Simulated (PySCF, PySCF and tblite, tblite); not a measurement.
# CH4BF2N: a path driven as rotation about a bond, and NMR exchange, part 2 of 2

PySCF and tblite. Atoms count from 0.

### 10 Barriers, rates and exchange

What the job is given:

```
{"job": {"smiles": "CNB(F)F", "charge": 0, "mult": 1, "motion": "rotation", "what": "aminoborane", "atoms": [2, 1], "drives": [{"terms": [["t", [3, 2, 1, 0], 0.25], ["t", [3, 2, 1, 8], 0.25], ["t", [4, 2, 1, 0], 0.25], ["t", [4, 2, 1, 8], 0.25]], "by": 180, "n": 12}], "flip": [2, 1], "study": "path", "level": {"kind": "nmr", "xc": "PBE0", "basis": "pcSseg-1"}, "fields": [200, 250, 900], "first": 1, "seed": 127, "refine": {"xc": "B3LYP", "basis": "def2-SVP"}, "kind": "path"}, "charge": 0, "multiplicity": 1}
C      1.111499    -0.355070    -0.205083
N     -0.061757     0.423328    -0.548389
B     -1.355558     0.207358    -0.117697
F     -2.353900     0.995683    -0.505023
F     -1.680819    -0.787751     0.698982
H      1.851680     0.271034     0.297147
H      1.561148    -0.783996    -1.102787
H      0.814729    -1.159616     0.462899
H      0.126541     1.195024    -1.169097
```

Log:

```text
stationary points (kcal/mol above the start)
  n  kind          group   xTB      DFT    lowest mode
  0  minimum      Cs       0.00     0.00     148.3
  1  saddle       C1      20.23    21.08    -257.1
  2  minimum      Cs       0.00     0.00     147.0

GFN2-xTB energies: T/K, barrier G, reaction G (kcal/mol), k forward, k back (1/s)
 150.00    19.21    -0.00   1.27e-15   1.27e-15
 200.00    19.25    -0.00   1.52e-08   1.52e-08
 250.00    19.31    -0.00   0.000275   0.000274
 298.15    19.37    -0.00      0.156      0.156
 350.00    19.45    -0.00       20.7       20.7
 400.00    19.54    -0.00        700        697
 500.00    19.75    -0.00   9.74e+04    9.7e+04

B3LYP-D3(BJ)/def2-SVP energies: T/K, barrier G, reaction G (kcal/mol), k forward, k back (1/s)
 150.00    19.09    -0.00   1.93e-15   1.93e-15
 200.00    19.13    -0.00   2.09e-08   2.08e-08
 250.00    19.18    -0.00   0.000354   0.000353
 298.15    19.25    -0.00      0.193      0.193
 350.00    19.33    -0.00       24.8       24.7
 400.00    19.42    -0.00        819        816
 500.00    19.62    -0.00    1.1e+05    1.1e+05

PBE0/pcSseg-1 + D3(BJ) energies: T/K, barrier G, reaction G (kcal/mol), k forward, k back (1/s)
 150.00    20.07    -0.00   7.29e-17   7.28e-17
 200.00    20.11    -0.00   1.79e-09   1.78e-09
 250.00    20.16    -0.00   4.95e-05   4.93e-05
 298.15    20.23    -0.00     0.0371      0.037
 350.00    20.31    -0.00       6.09       6.07
 400.00    20.40    -0.00        240        239
 500.00    20.60    -0.00   4.13e+04   4.11e+04
```

It took 48 s on 1 thread of Intel Xeon Platinum 8488C, shared host; peak memory 0.5 GiB. This counts the whole study up to here.

Barriers by level (kcal/mol; entropies in cal/(mol K)). Zero-point and thermal terms come from xTB in every row. ΔG‡ leaves symmetry out; the rate counts equivalent paths (a factor of 4); effective ΔG‡, where given, is the barrier that would give that rate by Eyring's equation alone:

```csv
level,ΔE‡,with zero-point,ΔH‡,ΔS‡,ΔG‡ (298 K),ΔE of reaction,k at 298 K (1/s),effective ΔG‡
GFN2-xTB,20.23,19.18,18.93,-1.5,19.37,0.00,0.16,18.55
B3LYP-D3(BJ)/def2-SVP,20.11,19.06,18.81,-1.5,19.25,0.00,0.19,18.43
PBE0/pcSseg-1 + D3(BJ),21.08,20.04,19.78,-1.5,20.23,0.00,0.037,19.40
```

Sites that the driver pairs across this motion, and where their lines would merge (no couplings; faster rotations or exchange between molecules can average them sooner):

```csv
nucleus,sites: shielding (ppm),proton frequency (MHz),spread (Hz),coalescence (K),lines at 298 K
19F,F3: 308.4; F4: 315.6,200,1360,444,2
19F,F3: 308.4; F4: 315.6,250,1699,448,2
19F,F3: 308.4; F4: 315.6,900,6118,474,2
```

### 11 Nudged elastic band, band settings drawn wide

What the job is given:

```
{"job": {"images": 11, "spring": 0.1, "start": "idpp", "climb": false, "fmax": 0.03, "method": "GFN1-xTB", "steps": 200, "xc": "GFN1-xTB", "basis": "xTB", "kind": "neb"}, "charge": 0, "multiplicity": 1}
C      1.111499    -0.355070    -0.205083
N     -0.061757     0.423328    -0.548389
B     -1.355558     0.207358    -0.117697
F     -2.353900     0.995683    -0.505023
F     -1.680819    -0.787751     0.698982
H      1.851680     0.271034     0.297147
H      1.561148    -0.783996    -1.102787
H      0.814729    -1.159616     0.462899
H      0.126541     1.195024    -1.169097
```

Log:

```text
image   E - E0 / eV
  0       0.0000
  1      -0.0094
  2      -0.0055
  3       0.0481
  4       0.3947
  5       0.7142
  6       0.3814
  7       0.0698
  8      -0.0038
  9      -0.0094
 10       0.0002
```

Run time: 4.5 s. Hardware: 1 thread of Intel Xeon Platinum 8488C, shared host; peak memory 0.5 GiB.

The highest point is number 5, 16.5 kcal/mol above the first.

### 12 Shieldings, start: B97-D/pcSseg-1

What the job is given:

```
{"job": {"kind": "nmr", "xc": "B97-D", "basis": "pcSseg-1", "pop": false}, "charge": 0, "multiplicity": 1}
C      1.106670    -0.348718    -0.207183
N     -0.059424     0.439693    -0.553125
B     -1.366801     0.208529    -0.121282
F     -2.367688     1.003443    -0.504431
F     -1.663800    -0.811335     0.686847
H      1.881053     0.258629     0.292913
H      1.566456    -0.819696    -1.093856
H      0.810252    -1.150179     0.482975
H      0.106844     1.225627    -1.171905
```

Log:

```text
coarse grid: 7888 points
cycle   1  E = -319.6297813153  dE =  4.314e-01  |g| = 8.163e-01  |ddm| = 2.497e+00
cycle   2  E = -319.4453582007  dE =  1.844e-01  |g| = 1.379e+00  |ddm| = 1.074e+00
cycle   3  E = -319.7362703074  dE = -2.909e-01  |g| = 8.125e-02  |ddm| = 6.689e-01
cycle   4  E = -319.7373423018  dE = -1.072e-03  |g| = 4.170e-02  |ddm| = 7.532e-02
cycle   5  E = -319.7376614184  dE = -3.191e-04  |g| = 1.257e-02  |ddm| = 3.052e-02
cycle   6  E = -319.7376951908  dE = -3.377e-05  |g| = 3.074e-03  |ddm| = 9.710e-03
cycle   7  E = -319.7376969522  dE = -1.761e-06  |g| = 9.026e-04  |ddm| = 2.083e-03
final grid: 78104 points
cycle   8  E = -319.7573535657  dE = -1.592e-05  |g| = 3.273e-02  |ddm| = 2.580e-02
cycle   9  E = -319.7569523504  dE =  4.012e-04  |g| = 5.979e-02  |ddm| = 4.205e-02
cycle  10  E = -319.7575020556  dE = -5.497e-04  |g| = 4.016e-03  |ddm| = 2.964e-02
cycle  11  E = -319.7575054050  dE = -3.349e-06  |g| = 6.861e-04  |ddm| = 2.473e-03
cycle  12  E = -319.7575054803  dE = -7.537e-08  |g| = 1.166e-04  |ddm| = 3.688e-04
cycle  13  E = -319.7575054833  dE = -2.955e-09  |g| = 1.848e-05  |ddm| = 1.101e-04
cycle  14  E = -319.7575054834  dE = -8.561e-11  |g| = 6.251e-06  |ddm| = 1.950e-05
converged SCF energy = -319.7575054834

GIAO shielding tensors (ppm)
atom      isotropic    diamagn.    paramagn.     s11        s22        s33       span
  0 C      148.621     244.025     -95.403    125.120    141.613    179.132     54.012
  1 N      199.142     320.482    -121.341    161.516    198.744    237.165     75.650
  2 B       81.917     196.377    -114.460     64.187     79.668    101.898     37.710
  3 F      303.895     468.892    -164.997    202.995    347.622    361.068    158.072
  4 F      312.101     470.705    -158.604    206.316    336.280    393.707    187.392
  5 H       28.777      28.673       0.105     24.065     26.889     35.378     11.313
  6 H       28.755      28.192       0.564     24.012     26.856     35.398     11.386
  7 H       28.428      29.773      -1.344     24.463     28.159     32.664      8.201
  8 H       29.520      31.724      -2.203     21.927     29.615     37.019     15.092
```

It took 8.3 s on 1 thread of Intel Xeon Platinum 8488C, shared host; peak memory 0.5 GiB.

In short: HOMO -6.38 eV, LUMO 0.57 eV; dipole 2.81 D.

### 13 Single-point energy, saddle of leg 1: B97-D/pcSseg-1

What the job is given:

```
{"job": {"kind": "sp", "xc": "B97-D", "basis": "pcSseg-1", "pop": false}, "charge": 0, "multiplicity": 1}
C      1.070344    -0.356693    -0.084000
N      0.031448     0.599498     0.300287
B     -1.341757     0.181158     0.175221
F     -1.914030    -0.100939    -0.994802
F     -2.132318     0.039682     1.229584
H      2.064594     0.043050     0.169721
H      1.076304    -0.626510    -1.159107
H      0.949624    -1.288586     0.491352
H      0.195790     1.509341    -0.128255
```

Log:

```text
coarse grid: 7888 points
cycle   1  E = -319.5874706726  dE =  4.351e-01  |g| = 8.436e-01  |ddm| = 2.512e+00
cycle   2  E = -319.3622268245  dE =  2.252e-01  |g| = 1.470e+00  |ddm| = 1.207e+00
cycle   3  E = -319.7047360232  dE = -3.425e-01  |g| = 9.292e-02  |ddm| = 7.570e-01
cycle   4  E = -319.7060842264  dE = -1.348e-03  |g| = 4.968e-02  |ddm| = 9.418e-02
cycle   5  E = -319.7065526333  dE = -4.684e-04  |g| = 8.752e-03  |ddm| = 3.379e-02
cycle   6  E = -319.7065664004  dE = -1.377e-05  |g| = 3.257e-03  |ddm| = 6.883e-03
cycle   7  E = -319.7065684377  dE = -2.037e-06  |g| = 9.431e-04  |ddm| = 2.207e-03
final grid: 78104 points
cycle   8  E = -319.7252478998  dE = -3.583e-05  |g| = 3.147e-02  |ddm| = 2.649e-02
cycle   9  E = -319.7249152068  dE =  3.327e-04  |g| = 5.612e-02  |ddm| = 3.885e-02
cycle  10  E = -319.7253835812  dE = -4.684e-04  |g| = 2.326e-03  |ddm| = 2.686e-02
cycle  11  E = -319.7253846292  dE = -1.048e-06  |g| = 7.371e-04  |ddm| = 1.877e-03
cycle  12  E = -319.7253847213  dE = -9.211e-08  |g| = 1.353e-04  |ddm| = 4.135e-04
cycle  13  E = -319.7253847248  dE = -3.503e-09  |g| = 3.260e-05  |ddm| = 1.126e-04
cycle  14  E = -319.7253847250  dE = -1.544e-10  |g| = 1.221e-05  |ddm| = 2.139e-05
converged SCF energy = -319.7253847250
```

Run time: 7 s. Hardware: 1 thread of Intel Xeon Platinum 8488C, shared host; peak memory 0.5 GiB.

In short: HOMO -5.71 eV, LUMO -0.73 eV; dipole 2.05 D.

### 14 Second level: B97-D/pcSseg-1 + D3(BJ)

What the job is given:

```
{"job": {"smiles": "CNB(F)F", "charge": 0, "mult": 1, "motion": "rotation", "what": "aminoborane", "atoms": [2, 1], "drives": [{"terms": [["t", [3, 2, 1, 0], 0.25], ["t", [3, 2, 1, 8], 0.25], ["t", [4, 2, 1, 0], 0.25], ["t", [4, 2, 1, 8], 0.25]], "by": 180, "n": 12}], "flip": [2, 1], "study": "path", "level": {"kind": "nmr", "xc": "B97-D", "basis": "pcSseg-1", "wide": true}, "fields": [200, 250, 900], "first": 1, "seed": 127, "refine": {"xc": "B3LYP", "basis": "def2-SVP"}, "kind": "pathvar"}, "charge": 0, "multiplicity": 1}
C      1.111499    -0.355070    -0.205083
N     -0.061757     0.423328    -0.548389
B     -1.355558     0.207358    -0.117697
F     -2.353900     0.995683    -0.505023
F     -1.680819    -0.787751     0.698982
H      1.851680     0.271034     0.297147
H      1.561148    -0.783996    -1.102787
H      0.814729    -1.159616     0.462899
H      0.126541     1.195024    -1.169097
```

Log:

```text
stationary points (kcal/mol above the start)
  n  kind          group   xTB      DFT    lowest mode
  0  minimum      Cs       0.00     0.00     148.3
  1  saddle       C1      20.23    20.17    -257.1
  2  minimum      Cs       0.00     0.00     147.0

GFN2-xTB energies: T/K, barrier G, reaction G (kcal/mol), k forward, k back (1/s)
 150.00    19.21    -0.00   1.27e-15   1.27e-15
 200.00    19.25    -0.00   1.52e-08   1.52e-08
 250.00    19.31    -0.00   0.000275   0.000274
 298.15    19.37    -0.00      0.156      0.156
 350.00    19.45    -0.00       20.7       20.7
 400.00    19.54    -0.00        700        697
 500.00    19.75    -0.00   9.74e+04    9.7e+04

B3LYP-D3(BJ)/def2-SVP energies: T/K, barrier G, reaction G (kcal/mol), k forward, k back (1/s)
 150.00    19.09    -0.00   1.93e-15   1.93e-15
 200.00    19.13    -0.00   2.09e-08   2.08e-08
 250.00    19.18    -0.00   0.000354   0.000353
 298.15    19.25    -0.00      0.193      0.193
 350.00    19.33    -0.00       24.8       24.7
 400.00    19.42    -0.00        819        816
 500.00    19.62    -0.00    1.1e+05    1.1e+05

PBE0/pcSseg-1 + D3(BJ) energies: T/K, barrier G, reaction G (kcal/mol), k forward, k back (1/s)
 150.00    20.07    -0.00   7.29e-17   7.28e-17
 200.00    20.11    -0.00   1.79e-09   1.78e-09
 250.00    20.16    -0.00   4.95e-05   4.93e-05
 298.15    20.23    -0.00     0.0371      0.037
 350.00    20.31    -0.00       6.09       6.07
 400.00    20.40    -0.00        240        239
 500.00    20.60    -0.00   4.13e+04   4.11e+04

B97-D/pcSseg-1 + D3(BJ) energies: T/K, barrier G, reaction G (kcal/mol), k forward, k back (1/s)
 150.00    19.16    -0.00   1.54e-15   1.54e-15
 200.00    19.20    -0.00   1.76e-08   1.76e-08
 250.00    19.25    -0.00   0.000309   0.000308
 298.15    19.32    -0.00      0.172      0.172
 350.00    19.40    -0.00       22.5       22.4
 400.00    19.49    -0.00        752        749
 500.00    19.69    -0.00   1.03e+05   1.03e+05
```

Run time: 68 s. Hardware: 1 thread of Intel Xeon Platinum 8488C, shared host; peak memory 0.5 GiB. This counts the runs that the step sums up.

Barriers by level (kcal/mol; entropies in cal/(mol K)). Zero-point and thermal terms come from xTB in every row. ΔG‡ leaves symmetry out; the rate counts equivalent paths (a factor of 4); effective ΔG‡, where given, is the barrier that would give that rate by Eyring's equation alone:

```csv
level,ΔE‡,with zero-point,ΔH‡,ΔS‡,ΔG‡ (298 K),ΔE of reaction,k at 298 K (1/s),effective ΔG‡
GFN2-xTB,20.23,19.18,18.93,-1.5,19.37,0.00,0.16,18.55
B3LYP-D3(BJ)/def2-SVP,20.11,19.06,18.81,-1.5,19.25,0.00,0.19,18.43
PBE0/pcSseg-1 + D3(BJ),21.08,20.04,19.78,-1.5,20.23,0.00,0.037,19.40
B97-D/pcSseg-1 + D3(BJ),20.17,19.13,18.87,-1.5,19.32,0.00,0.17,18.49
```

### 15 What came out

The summary covers parts 1 to 2.

| quantity | value |
| --- | --- |
| barrier (PBE0/pcSseg-1 + D3(BJ)) | ΔE‡ 21.1, ΔG‡(298 K) 20.2 kcal/mol |
| barrier (GFN2-xTB) | ΔE‡ 20.2 kcal/mol |
| rate at 298 K | 0.037 s⁻¹ |
| end of the path | the start, renumbered or mirrored |
| coalescence of 19F F3 | 474 K at 900 MHz |

In words: The barrier is 21.1 kcal/mol at the DFT level (xTB: 20.2); with thermal terms and the count of paths the DFT value gives a rate of 0.037 s⁻¹ at 298 K. An error of 1.4 kcal/mol changes that rate tenfold. The 19F lines of F3 and its partners, 6118 Hz apart at 900 MHz, merge at 474 K, so by this path alone the exchange at 298 K is slow for them; other paths were not followed. B97-D/pcSseg-1 + D3(BJ) moves the barrier from 21.1 to 20.2 kcal/mol.
